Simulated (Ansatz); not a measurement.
**InF3: properties at the relaxed cell**

One table from this session's results is given with a row withheld; the runs are named, their logs left out.

Computed with Ansatz 0.2.0 (DFT LDA, scalar-relativistic, plane waves, PAW, unless a step's input says otherwise).

**The starting structure**

It takes space group R-3c (No. 167, trigonal). Conventional cell: a = 5.089 Å, b = 5.089 Å, c = 14.543 Å, α = 90.00°, β = 90.00°, γ = 120.00°. Around In (site symmetry -3) lie 6 F at 2.06 Å. Around F (site symmetry 2) lie 2 In at 2.06 Å.

Structure file:

```cif
data_structure
_symmetry_space_group_name_H-M 'P 1'
_symmetry_Int_Tables_number 1
_cell_length_a 5.6686
_cell_length_b 5.6686
_cell_length_c 5.6686
_cell_angle_alpha 53.346
_cell_angle_beta 53.346
_cell_angle_gamma 53.346
_cell_volume 108.74
loop_
_atom_site_label
_atom_site_type_symbol
_atom_site_fract_x
_atom_site_fract_y
_atom_site_fract_z
_atom_site_occupancy
In1 In 0.00000 0.00000 0.00000 1
In2 In 0.50000 0.50000 0.50000 1
F1 F 0.90374 0.59626 0.25000 1
F2 F 0.25000 0.90374 0.59626 1
F3 F 0.59626 0.25000 0.90374 1
F4 F 0.09626 0.40374 0.75000 1
F5 F 0.75000 0.09626 0.40374 1
F6 F 0.40374 0.75000 0.09626 1
```

It is the result of an earlier relaxation at this level (volume 13.59 Å³/atom; gap on the mesh: 4.27 eV).

The first run:

Input file input.yaml:

```yaml
crystal:
  lattice:
    - [2.5189231734, 1.4543009722, 4.7987128059]
    - [-2.5189231734, 1.4543009722, 4.7987128059]
    - [0.0, -2.9086019445, 4.7987128059]
  atoms:
    - { symbol: In, position: [0.0, 0.0, 0.0] }
    - { symbol: In, position: [0.5, 0.5, 0.5] }
    - { symbol: F, position: [0.9037366053, 0.5962633947, 0.25] }
    - { symbol: F, position: [0.25, 0.9037366053, 0.5962633947] }
    - { symbol: F, position: [0.5962633947, 0.25, 0.9037366053] }
    - { symbol: F, position: [0.0962633947, 0.4037366053, 0.75] }
    - { symbol: F, position: [0.75, 0.0962633947, 0.4037366053] }
    - { symbol: F, position: [0.4037366053, 0.75, 0.0962633947] }
basis:
  ecutwfc: 420
kpoints:
  mp_grid: { grid: [6, 6, 6] }
hamiltonian:
  xc: lda
scf:
  occupations: { method: gaussian, width: 0.02 }
output:
  forces: true
  stress: true
  eigenvalues: true
  write_density: true
  write_potential: true
  elf: true
  volumetric_format: npy
relax:
  adjacent_minimum: "off"
  f_tol: 0.01
  max_steps: 30
  cell: { stress_tol: 0.1, fix: [volume] }
```

Run with:

```console
ansatz run input.yaml --threads 2 --pin off --max-ram 5120MiB --backend cpu --events-out ev --progress --plain --runs-dir out
```

Among the steps run: Point at V/V0 = 0.97; Point at V/V0 = 1.03; The cell scaled to 0.94 of its volume; The cell scaled to 1.06 of its volume.

One table of the session follows, with a row left open; its other results are not shown here.

It belongs to the step «Equation of state». 

| volume (Å³/atom) | energy above the lowest point (meV/atom) | pressure (GPa) | gap on the mesh (eV) |
| --- | --- | --- | --- |
| 12.776 | 4.8 | 2.31 | 4.25 |
| 13.184 | ? | ? | ? |
| 13.592 | 0.0 | -0.02 | 4.27 |
| 14.000 | 0.8 | -0.59 | 4.24 |
| 14.408 | 2.7 | -0.92 | 4.23 |

Q: Estimate the row for volume (Å³/atom) = 13.184 from the others.

Worked estimate for «energy above the lowest point (meV/atom)». A straight line through the neighbours (12.776, 4.8) and (13.592, 0.0) gives 4.8 + (0.0 − 4.8) × (13.184 − 12.776) / (13.592 − 12.776) = 2.4; a parabola fitted to 3 rows on both sides gives 1.3.

The run gave: energy above the lowest point (meV/atom): 0.9; pressure (GPa): 0.88; gap on the mesh (eV): 4.26. In «energy above the lowest point (meV/atom)» the line misses by +1.5 and the parabola by +0.4.
